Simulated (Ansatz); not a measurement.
# Relaxation of GaHCl

Wanted: the geometry at rest of GaHCl (a borrowed structure type, volume estimated), relaxing cell and atoms, and its electronic structure there.

Method: DFT, r2SCAN, no spin polarisation, plane waves, PAW, in Ansatz 0.2.0.

## (1) Geometry

It takes space group R-3m (No. 166, trigonal). Conventional cell: a = 3.529 Å, b = 3.529 Å, c = 25.901 Å, α = 90.00°, β = 90.00°, γ = 120.00°. Around H (site symmetry 3m) lie 4 Ga at 2.09 Å. Cl (site symmetry 3m) has 3 Ga at 2.58 Å as nearest neighbours. Around Ga (site symmetry 3m) lie 4 H at 2.09 Å and 3 Cl at 2.58 Å.

In its conventional cell, by symmetry (the run takes the cell typed in the input):

```cif
data_structure
_symmetry_space_group_name_H-M 'R-3m:H'
_symmetry_Int_Tables_number 166
_cell_length_a 3.5295
_cell_length_b 3.5295
_cell_length_c 25.9014
_cell_angle_alpha 90.000
_cell_angle_beta 90.000
_cell_angle_gamma 120.000
_cell_volume 279.43
loop_
_atom_site_label
_atom_site_type_symbol
_atom_site_symmetry_multiplicity
_atom_site_Wyckoff_symbol
_atom_site_fract_x
_atom_site_fract_y
_atom_site_fract_z
_atom_site_occupancy
H1 H 6 c 0.00000 0.00000 0.19800 1
Cl1 Cl 6 c 0.33333 0.66667 0.05597 1
Ga1 Ga 6 c 0.00000 0.00000 0.11723 1
```

The first density is read from a saved solution for the starting cell.

## (2) The walk to rest

Contents of input.yaml:

```yaml
crystal:
  lattice:
    - [1.764738, 3.056615, 0.0]
    - [-1.764738, 3.056615, 0.0]
    - [-1.764738, 1.018868, 8.633793]
  atoms:
    - { symbol: H, position: [0.198, 0.604, 0.594] }
    - { symbol: H, position: [0.802, 0.396, 0.406] }
    - { symbol: Cl, position: [0.3893, 0.2214, 0.1679] }
    - { symbol: Cl, position: [0.6107, 0.7786, 0.8321] }
    - { symbol: Ga, position: [0.11723, 0.76554, 0.35169] }
    - { symbol: Ga, position: [0.88277, 0.23446, 0.64831] }
  symmetry: { tolerance: 0.0003 }
kpoints:
  mp_grid: { grid: [6, 6, 6], shift: [0, 0, 0] }
magnetization:
  spin_polarized: false
scf:
  occupations: { method: fermi_dirac }
  lower_state_search: "off"
hamiltonian:
  pseudopotentials: { kind: paw }
  xc: r2scan
basis:
  ecutwfc: 500
  fft_grid_basis: typed
relax:
  max_steps: 80
  cell: { p_target: 0.0 }
  f_tol: 0.03
output:
  forces: true
  stress: true
  eigenvalues: true
  bader: true
  populations: true
  elf: true
  write_potential: true
  volumetric_format: npy
  dos:
    e_range: [-12, 8]
    de: 0.05
    projected: { site_lists: { Cl: [Cl], Ga: [Ga], H: [H] } }
  write_density: true
checkpoint:
  read: saved_state
```

The run is started by

```bash
$ ansatz run input.yaml --threads 2 --pin off --max-ram 2560MiB --backend cpu --events-out ev --progress --plain --runs-dir out
```

The log of the run, shortened:

```text
Warning: crystal.lattice misses the space group found at crystal.symmetry.tolerance 3.0e-4 in a digit that the deck types, which is why this is a warning: making the lattice exact moves one of its numbers by a whole unit of that number's last typed decimal, or more. The operation that it [...]
Warning: RAYON_NUM_THREADS=2 ignored (pool sized by the plan → 2); use --threads N
[...]
Pseudopotentials: kind: paw
Pseudopotential: H, paw, valence charge 1, recommended cutoff 500 eV (meta_gga), H.paw.azcp
Pseudopotential: Cl, paw, valence charge 7, recommended cutoff 500 eV (meta_gga), Cl.paw.azcp
Pseudopotential: Ga, paw, valence charge 13, recommended cutoff 500 eV (meta_gga), Ga.paw.azcp
Functional definition: r2SCAN
[...]
Crystal: 6 atoms, lattice volume = 93.144 Å³
Basis set: ecut = 500 eV, 2377 PW (Γ), exchange–correlation on 108×108×288 points (64 copies of the dense FFT grid, shifted against one another)
Bands: 27, of which v1, the nominal top of the filled ones, is band 21 counted from 1 (20 counted from 0)
Symmetry: 12 space group operations
Space group: R-3m (ITA 166), of the structure as read, at distance tolerance 1.4e-3 Å
k-points: 32 of 216
[...]
SCF iter   1: F=-9780.523449 eV  HF=-9780.523313 eV  |F-HF|=1.36e-4  |Δ(HF+E_count)|=         —  Δρ=9.03e-4  dr2=5.89e-4  dr2_τ=3.69e-4  ethr=1.87e-6  ⟨swp⟩=2.8  Hψ=5632  notcnv=0
[...]
relax step   1: F+E_penalty+E_count = -9780.52381024 eV  Δ(F+E_penalty+E_count) = +0.000e0 eV  max|allowed force component| = 8.223e-1 eV/Å  Δτ_max = 0.0000 Å  P = +0.834 GPa  Ω = 93.144 Å³  (6 SCF iters, dr2 threshold 1.00e-7 eV, accepted)
[...]
relax step   2: F+E_penalty+E_count = -9780.73101304 eV  Δ(F+E_penalty+E_count) = -2.072e-1 eV  max|allowed force component| = 3.818e-1 eV/Å  Δτ_max = 0.1767 Å  P = -1.385 GPa  Ω = 94.497 Å³  energy of the carried Pulay correction = -3.221e-4 eV  (8 SCF iters, dr2 threshold 6.00e-7 eV, accepted)
[...]
SCF iter   6: F=-9780.813906 eV  HF=-9780.813921 eV  |F-HF|=1.52e-5  |Δ(HF+E_count)|=   1.35e-5  Δρ=7.85e-5  dr2=6.97e-6  dr2_τ=1.01e-7  ethr=8.00e-8  ⟨swp⟩=2.0  Hψ=1508  notcnv=0  defer=4
```

## (3) The output, continued: semilocal partner

Output, continued:

```text
SCF iter   7: F=-9780.813916 eV  HF=-9780.813916 eV  |F-HF|=1.20e-7  |Δ(HF+E_count)|=   5.48e-6  Δρ=4.73e-5  dr2=1.14e-6  dr2_τ=2.32e-8  ethr=1.66e-8  ⟨swp⟩=2.9  Hψ=1818  notcnv=0  defer=4
SCF iter   8: F=-9780.813916 eV  HF=-9780.813916 eV  |F-HF|=4.46e-8  |Δ(HF+E_count)|=   1.67e-7  Δρ=1.08e-5  dr2=1.19e-7  dr2_τ=3.38e-9  ethr=1.43e-9  ⟨swp⟩=13.7  Hψ=7805  notcnv=0
SCF 3 converged in 8 iterations: F = -9780.813916 eV  dr2 = 1.19e-7
relax step   3: F+E_penalty+E_count = -9780.81391613 eV  Δ(F+E_penalty+E_count) = -8.290e-2 eV  max|allowed force component| = 1.903e-1 eV/Å  Δτ_max = 0.1555 Å  P = -0.407 GPa  Ω = 96.740 Å³  energy of the carried Pulay correction = -8.459e-4 eV  (8 SCF iters, dr2 threshold 6.00e-7 eV, accepted)
[... from here on, the SCF cycles and remarks between the steps are left out ...]
relax step   4: F+E_penalty+E_count = -9780.83376744 eV  Δ(F+E_penalty+E_count) = -1.985e-2 eV  max|allowed force component| = 3.632e-1 eV/Å  Δτ_max = 0.0658 Å  P = -0.938 GPa  Ω = 96.692 Å³  energy of the carried Pulay correction = -8.350e-4 eV  (7 SCF iters, dr2 threshold 6.00e-7 eV, accepted)
relax step   5: F+E_penalty+E_count = -9780.84896112 eV  Δ(F+E_penalty+E_count) = -1.519e-2 eV  max|allowed force component| = 1.310e-1 eV/Å  Δτ_max = 0.0165 Å  P = -0.314 GPa  Ω = 96.635 Å³  energy of the carried Pulay correction = -8.217e-4 eV  (7 SCF iters, dr2 threshold 6.00e-7 eV, accepted)
relax step   6: F+E_penalty+E_count = -9780.86486904 eV  Δ(F+E_penalty+E_count) = -1.591e-2 eV  max|allowed force component| = 1.346e-1 eV/Å  Δτ_max = 0.0309 Å  P = +0.018 GPa  Ω = 96.660 Å³  energy of the carried Pulay correction = -8.275e-4 eV  (7 SCF iters, dr2 threshold 6.00e-7 eV, accepted)
relax step   7: F+E_penalty+E_count = -9780.92097231 eV  Δ(F+E_penalty+E_count) = -5.610e-2 eV  max|allowed force component| = 1.558e-1 eV/Å  Δτ_max = 0.0948 Å  P = +0.463 GPa  Ω = 97.057 Å³  energy of the carried Pulay correction = -9.191e-4 eV  (7 SCF iters, dr2 threshold 6.00e-7 eV, accepted)
relax step   8: F+E_penalty+E_count = -9780.94325438 eV  Δ(F+E_penalty+E_count) = -2.228e-2 eV  max|allowed force component| = 2.141e-1 eV/Å  Δτ_max = 0.1033 Å  P = +1.850 GPa  Ω = 97.319 Å³  energy of the carried Pulay correction = -9.793e-4 eV  (8 SCF iters, dr2 threshold 6.00e-7 eV, accepted)
relax step   9: F+E_penalty+E_count = -9780.96298225 eV  Δ(F+E_penalty+E_count) = -1.973e-2 eV  max|allowed force component| = 1.914e-2 eV/Å  Δτ_max = 0.0311 Å  P = +0.189 GPa  Ω = 99.519 Å³  energy of the carried Pulay correction = -1.478e-3 eV  (7 SCF iters, dr2 threshold 6.00e-7 eV, accepted)
relax step  10: F+E_penalty+E_count = -9780.96465740 eV  Δ(F+E_penalty+E_count) = -1.675e-3 eV  max|allowed force component| = 3.376e-2 eV/Å  Δτ_max = 0.0247 Å  P = +0.141 GPa  Ω = 100.135 Å³  energy of the carried Pulay correction = -1.616e-3 eV  (7 SCF iters, dr2 threshold 1.13e-7 eV, accepted)
relax step  11: F+E_penalty+E_count = -9780.96471105 eV  Δ(F+E_penalty+E_count) = -5.365e-5 eV  max|allowed force component| = 6.472e-2 eV/Å  Δτ_max = 0.0558 Å  P = +0.039 GPa  Ω = 100.886 Å³  energy of the carried Pulay correction = -1.782e-3 eV  (9 SCF iters, dr2 threshold 7.12e-8 eV, accepted)
relax step  12: F+E_penalty+E_count = -9780.96571621 eV  Δ(F+E_penalty+E_count) = -1.005e-3 eV  max|allowed force component| = 4.560e-3 eV/Å  Δτ_max = 0.0251 Å  P = +0.001 GPa  Ω = 101.046 Å³  energy of the carried Pulay correction = -1.818e-3 eV  (6 SCF iters, dr2 threshold 2.62e-7 eV, accepted)
relax step  13: F+E_penalty+E_count = -9780.97127741 eV  Δ(F+E_penalty+E_count) = -5.561e-3 eV  max|allowed force component| = 4.365e-3 eV/Å  Δτ_max = 0.0000 Å  P = +0.037 GPa  Ω = 101.046 Å³  stress off target by 1.25e-1 GPa  SCF on the basis re-selected at this cell (its energy is not comparable with the rows above)  (8 SCF iters)
relax step  14: F+E_penalty+E_count = -9780.97135413 eV  Δ(F+E_penalty+E_count) = -7.671e-5 eV  max|allowed force component| = 3.770e-3 eV/Å  Δτ_max = 0.0043 Å  P = +0.000 GPa  Ω = 101.512 Å³  energy of the carried Pulay correction = -1.074e-4 eV  (6 SCF iters, dr2 threshold 3.88e-8 eV, accepted)
iter 1 solved again at ethr=2.47e-7 eV; its pass at ethr=3.10e-3 eV (dr2=1.04e-4 eV) is discarded
SCF iter   1: F=-9780.971467 eV  HF=-9780.971429 eV  |F-HF|=3.75e-5  |Δ(HF+E_count)|=         —  Δρ=4.88e-5  dr2=5.60e-8  dr2_τ=3.07e-8  ethr=2.47e-7  ⟨swp⟩=3.3  Hψ=6110  notcnv=0
eigensolver tolerance schedule: the retry pair's looser diagonalisation over-reported the residual by 1853.93 of it (diagonalisation noise at 0.17 of the residual, at the tolerance the schedule requests for it); recorded, not acted on — ethr = c·dr2/N_el stays at c = 1.0e-1
preconditioner: auto → LDOS  [metal: Δε(μ)=0.003 eV  Ē_g=15.472 eV  σ=0.100 eV  W_gap=0.01  n_scr=24 (ndim 8)  ℏωp=23.9 eV  f_vac=0.077  D(μ)=0.96/eV (n_scr^D=4)  β→1.0]
SCF iter   2: F=-9780.971468 eV  HF=-9780.971468 eV  |F-HF|=4.79e-8  |Δ(HF+E_count)|=   3.91e-5  Δρ=4.72e-6  dr2=1.29e-8  dr2_τ=4.42e-10  ethr=1.33e-10  ⟨swp⟩=2.8  Hψ=1807  notcnv=0
SCF iter   3: F=-9780.971468 eV  HF=-9780.971468 eV  |F-HF|=2.65e-8  |Δ(HF+E_count)|=   5.34e-8  Δρ=3.38e-6  dr2=3.72e-9  dr2_τ=1.82e-9  ethr=3.07e-11  ⟨swp⟩=2.0  Hψ=1526  notcnv=0
SCF iter   4: F=-9780.971468 eV  HF=-9780.971468 eV  |F-HF|=2.50e-9  |Δ(HF+E_count)|=   3.06e-8  Δρ=9.06e-7  dr2=2.70e-10  dr2_τ=1.49e-10  ethr=8.85e-12  ⟨swp⟩=2.0  Hψ=1439  notcnv=0
SCF iter   5: F=-9780.971468 eV  HF=-9780.971468 eV  |F-HF|=8.00e-11  |Δ(HF+E_count)|=   2.80e-9  Δρ=1.78e-7  dr2=1.94e-11  dr2_τ=4.99e-12  ethr=1.00e-12  ⟨swp⟩=6.6  Hψ=4543  notcnv=0
SCF 15 converged in 5 iterations: F = -9780.971468 eV  dr2 = 1.94e-11
relax step  15: F+E_penalty+E_count = -9780.97146817 eV  Δ(F+E_penalty+E_count) = -1.140e-4 eV  max|allowed force component| = 3.839e-3 eV/Å  Δτ_max = 0.0000 Å  P = +0.001 GPa  Ω = 101.512 Å³  stress off target by 1.25e-3 GPa  SCF on the basis re-selected at this cell (its energy is not comparable with the rows above)  (5 SCF iters)
basis re-selected at this cell: Δ(F+E_penalty+E_count) = -1.140e-4 eV, ΔP = +0.000 GPa vs the last step (what re-selecting the basis moved, of the pressure what is left beyond the Pulay correction that the steps carried, after the strain that the cell walked since its last selection, with what the two solves' SCF thresholds leave and, on support functions, any second-order correction that the steps lacked; it is no measure of the basis error at this ecutwfc). This SCF's stress stands 1.25e-3 GPa from its target on what of the cell is left free (relax.cell.stress_tol is 5.00e-2 GPa) and its largest allowed force component is 3.84e-3 eV/Å (relax.f_tol is 3.00e-2 eV/Å): within both
SCF converged after 5 iterations
Free energy (F): -9780.971468 eV
Harris-Foulkes:  -9780.971468 eV  (|F-HF|=8.00e-11)
Internal energy: -9780.939900 eV  (E = F + TS)
E sigma→0 (E₀):  -9780.955684 eV
Entropy (-TS):   -0.031568 eV (-5.261 meV/atom)
Fermi energy:    4.763478 eV
--- Per-component energies (eV) ---
  E_band       = -247.089228
  E_kinetic    = 574.816606
  E_local      = -5277.714069  (includes V_loc(G=0)·N_el)
  E_nonlocal   = 912.415203
  E_hartree    = 2385.085390
  E_xc         = -348.836251
  E_vxc        = -410.072746  (∫ρ·V_xc dr)
  E_paw        = -5339.382513  (= ΣΔE_a)
  E_vpaw       = -837.869812  (= ΣTr[D̂ρ^β])
  E_aug_tail   = -0.000793  (compensation charges beyond the density's cutoff)
  E_vtau       = 21.165398  (kinetic-family band-sum trace: ∫τ·v_τ [+ j·A + Jᵃ·Aᵃ] dr)
  E_ewald      = -2685.744521
  E_core_change = -1.578953  (= ΣΔE_core)
  E_smearing   = -0.031568  (= −TS)
  E_closure    = -0.000000  (closes the sum)
  Σ components = -9780.971468   (vs F -9780.971468, Δ=0.00e0)
--- Forces (eV/Å), atoms counted from 1 ---
  atom   1  H      0.00000000     0.00000000    -0.00102398
  atom   2  H     -0.00000000    -0.00000000     0.00102398
  atom   3  Cl    -0.00000000    -0.00000000     0.00383858
  atom   4  Cl     0.00000000     0.00000000    -0.00383858
  atom   5  Ga    -0.00000000     0.00000000    -0.00299742
  atom   6  Ga     0.00000000    -0.00000000     0.00299742
  max |Σ_I F_I| component: 3.70e-17 eV/Å
--- Stress (GPa, compression-positive) ---
        0.001248      -0.000000       0.000000
       -0.000000       0.001248       0.000000
        0.000000       0.000000      -0.000700
  P = ⅓ Tr σ = 0.0006 GPa (0.006 kbar)
--- Band table (eV; the first three rows and the last of 32) ---
  k-point 0: bands = ["-12.3773", "-12.2632", "-10.5133", "-10.5130", "-10.5056", "-10.5056", "-10.5052", "-10.5052", "-10.4314", "-10.4314", "-10.4308", "-10.4308", "-4.3751", "-3.7228", "0.2469", "1.6044", "2.4627", "2.4627", "2.5065", "2.5065", "7.1839", "9.0417", "11.0946", "11.3764", "12.1352", "12.1352", "12.3151"]
  k-point 1: bands = ["-12.3768", "-12.2638", "-10.5133", "-10.5130", "-10.5056", "-10.5056", "-10.5052", "-10.5052", "-10.4314", "-10.4314", "-10.4308", "-10.4308", "-4.3516", "-3.7584", "0.3339", "1.5062", "2.4627", "2.4627", "2.5065", "2.5065", "7.2832", "8.9450", "11.1207", "11.3821", "12.1427", "12.1427", "12.3065"]
  k-point 2: bands = ["-12.3757", "-12.2650", "-10.5134", "-10.5129", "-10.5056", "-10.5056", "-10.5052", "-10.5052", "-10.4314", "-10.4314", "-10.4308", "-10.4308", "-4.2947", "-3.8388", "0.5692", "1.2492", "2.4627", "2.4627", "2.5065", "2.5065", "7.5197", "8.7148", "11.1732", "11.3912", "12.1606", "12.1606", "12.2862"]
  k-point 31: bands = ["-11.5596", "-11.5594", "-10.5240", "-10.5240", "-10.4595", "-10.4595", "-10.4422", "-10.4400", "-10.4255", "-10.4255", "-10.0833", "-10.0810", "-1.5841", "-1.5026", "-1.0299", "-1.0290", "0.4921", "0.5176", "1.6486", "1.6502", "3.3893", "3.5148", "7.0456", "8.0098", "10.0408", "10.3356", "12.3810"]
--- Relaxed structure (13 steps of the walk, 13 accepted, 2 SCFs on fresh bases) ---
  F+E_penalty+E_count = -9780.97146817 eV   max|allowed force component| = 3.839e-3 eV/Å   (the final SCF, on the basis selected at the relaxed cell)
  cell:  # Å, volume = 101.5116 Å³
    - [1.6713782818807454, 2.8949121028845632, 6.147169889920093e-7]
    - [-1.6713782818807454, 2.8949121028845632, 6.14716988954769e-7]
    - [-1.6713782818807454, 0.9649684734738464, 10.48999990212695]
  atoms:
    - { symbol: H, position: [0.20874294834102597, 0.5825141033179481, 0.6262288450230779] }
    - { symbol: H, position: [0.7912570516589742, 0.41748589668205216, 0.373771154976922] }
    - { symbol: Cl, position: [0.38570699934664154, 0.22858600130671683, 0.1571209980399246] }
    - { symbol: Cl, position: [0.6142930006533585, 0.771413998693283, 0.8428790019600754] }
    - { symbol: Ga, position: [0.10478019717543485, 0.7904396056491303, 0.3143405915263045] }
    - { symbol: Ga, position: [0.8952198028245653, 0.20956039435086943, 0.6856594084736956] }
--- Löwdin populations: 6 sites ---
  site symbol       q [e]
     0      H      1.0619
     1      H      1.0619
     2     Cl      7.1392
     3     Cl      7.1392
     4     Ga     12.7241
     5     Ga     12.7241
  spilling = 0.003561 (of n_electrons = 42.000000)
--- Bader charges: 6 sites ---
  site symbol  charge [e]  shift [e]
     0      H     -0.3687     0.0000
     1      H     -0.3687     0.0000
     2     Cl     -0.6031     0.0001
     3     Cl     -0.6031     0.0001
     4     Ga      0.9718     0.0001
     5     Ga      0.9718     0.0001
  estimated error of the sums over rays = 1.5e-4 e
```

It took 99 s on 2 threads of Intel Xeon Platinum 8488C (Sapphire Rapids), shared host; peak memory 0.78 GiB.

Step by step:

| step | energy from step 1 (eV/cell) | largest force component (eV/Å) | pressure (GPa) | volume (Å³) |
| --- | --- | --- | --- | --- |
| 1 | 0.0000 | 0.8223 | 0.83 | 93.14 |
| 2 | -0.2072 | 0.3818 | -1.39 | 94.50 |
| 3 | -0.2901 | 0.1903 | -0.41 | 96.74 |
| 4 | -0.3100 | 0.3632 | -0.94 | 96.69 |
| 5 | -0.3252 | 0.1310 | -0.31 | 96.64 |
| 6 | -0.3411 | 0.1346 | 0.02 | 96.66 |
| 7 | -0.3972 | 0.1558 | 0.46 | 97.06 |
| 8 | -0.4194 | 0.2141 | 1.85 | 97.32 |
| 9 | -0.4392 | 0.0191 | 0.19 | 99.52 |
| 10 | -0.4408 | 0.0338 | 0.14 | 100.13 |
| 11 | -0.4409 | 0.0647 | 0.04 | 100.89 |
| 12 | -0.4419 | 0.0046 | 0.00 | 101.05 |
| 13 | -0.4475 | 0.0044 | 0.04 | 101.05 |
| 14 | -0.4475 | 0.0038 | 0.00 | 101.51 |
| 15 | -0.4477 | 0.0038 | 0.00 | 101.51 |

Step 1 is the start. Steps 13, 15 repeat the geometry before on a plane-wave basis chosen anew for that cell, so the energy can jump there without any move; the table keeps such jumps.

| input's cell | before | after | change |
| --- | --- | --- | --- |
| a (Å) | 3.529 | 3.343 | -5.3 % |
| b (Å) | 3.529 | 3.343 | -5.3 % |
| c (Å) | 8.871 | 10.666 | +20.2 % |
| α (°) | 78.53 | 80.98 | +2.46° |
| volume (Å³/atom) | 15.52 | 16.92 | +9.0 % |

The largest move, 0.39 Å, apart from the change of the cell, is shared by several atoms, Ga6 among them.

## (4) Density of states

States per cell by energy window, from dos.tsv and pdos.tsv (tetrahedra; eV from the Fermi level):

| from | to | total | Cl p | Ga s | Ga p | H s |
| --- | --- | --- | --- | --- | --- | --- |
| -8.0 | -7.0 | 2.44 | 0.74 | 0.77 | 0.36 | 0.43 |
| -7.0 | -6.0 | 0.73 | 0.34 | 0.23 | 0.08 | 0.06 |
| -6.0 | -5.0 | 1.63 | 0.98 | 0.06 | 0.38 | 0.18 |
| -5.0 | -4.0 | 2.76 | 2.04 | 0.07 | 0.42 | 0.18 |
| -4.0 | -3.0 | 5.24 | 3.84 | 0.18 | 0.50 | 0.65 |
| -3.0 | -2.0 | 2.36 | 1.95 | 0.05 | 0.11 | 0.22 |
| -2.0 | -1.0 | 0.23 | 0.06 | 0.12 | 0.04 | 0.01 |
| -1.0 | 0.0 | 1.62 | 0.41 | 0.77 | 0.27 | 0.14 |
| 0.0 | 1.0 | 0.83 | 0.14 | 0.40 | 0.14 | 0.11 |
| 1.0 | 2.0 | 0.51 | 0.07 | 0.24 | 0.09 | 0.08 |
| 2.0 | 3.0 | 0.75 | 0.10 | 0.23 | 0.29 | 0.07 |
| 3.0 | 4.0 | 2.24 | 0.29 | 0.22 | 1.33 | 0.11 |
| 4.0 | 5.0 | 1.78 | 0.20 | 0.06 | 1.15 | 0.06 |

## (5) Charges

By element, from the tables in the log (a charge is positive for electrons lost): Löwdin charges also hold the electrons that the projection spills.

| element | atoms | Bader charge (e) | Bader volume (Å³) | Löwdin charge (e) |
| --- | --- | --- | --- | --- |
| H | 2 | -0.37 | 8.6 | -0.06 |
| Cl | 2 | -0.60 | 25.7 | -0.14 |
| Ga | 2 | +0.97 | 16.4 | +0.28 |

The Löwdin projection spills 0.4 % of the electrons and depends on the orbitals chosen; where it disagrees with Bader's partition, neither is an observable.

## (6) Maps of the fields

Maps in the plane spanned by a and b at height 0.374 along c (axes of the input's cell), one cell: a runs left to right (10 points from zero), b bottom to top (10 points), 60° apart. Inside the augmentation spheres the fields are the smooth ones.

Valence density. Values in e/Å³, 10 rows by 10 columns:
```
0.74 0.74 0.43 0.20 0.10 0.06 0.06 0.10 0.20 0.43
0.95 1.51 0.95 0.41 0.19 0.12 0.10 0.12 0.19 0.41
0.64 1.32 1.32 0.64 0.30 0.20 0.19 0.19 0.20 0.30
0.35 0.59 0.78 0.59 0.35 0.28 0.34 0.41 0.34 0.28
0.27 0.28 0.34 0.34 0.28 0.27 0.42 0.87 0.87 0.42
0.30 0.18 0.16 0.17 0.16 0.18 0.30 0.74 1.64 0.74
0.33 0.16 0.10 0.08 0.08 0.10 0.16 0.33 0.66 0.66
0.28 0.16 0.09 0.06 0.05 0.06 0.09 0.16 0.28 0.36
0.27 0.20 0.11 0.06 0.04 0.04 0.06 0.11 0.20 0.27
0.40 0.33 0.19 0.10 0.05 0.04 0.05 0.10 0.19 0.33
```

ELF. Ten even steps from '0' (0.03) to '9' (1.00):
```
2233200233
2223322233
3223346643
3323358985
5333359998
8433348999
9521125999
7510001578
4420000244
3332000233
```

Atoms within 0.2 Å of the plane, in fractions of a and b: H at (0.79, 0.42).

Along short contacts, where the density is least:

| contact | length (Å) | minimum at (fraction) | density (e/Å³) | ELF |
| --- | --- | --- | --- | --- |
| H1–Ga6 | 2.028 | 0.40 | 0.323 | 0.54 |
| Cl3–Ga5 | 2.539 | 0.55 | 0.313 | 0.27 |
| Cl3–H2 | 2.982 | 0.57 | 0.113 | 0.09 |

```
fraction  H1–Ga6  Cl3–Ga5  Cl3–H2
     0.2   0.629     1.82    1.71
     0.3   0.394     1.28   0.823
     0.4   0.323    0.625   0.314
     0.5   0.377    0.352   0.143
     0.6   0.656     0.34   0.114
     0.7    1.89    0.756   0.171
     0.8    9.23     4.08   0.352
```

(Smooth valence density in e/Å³ at fractions of each contact.)

(Part 1 of 2 ends here.)
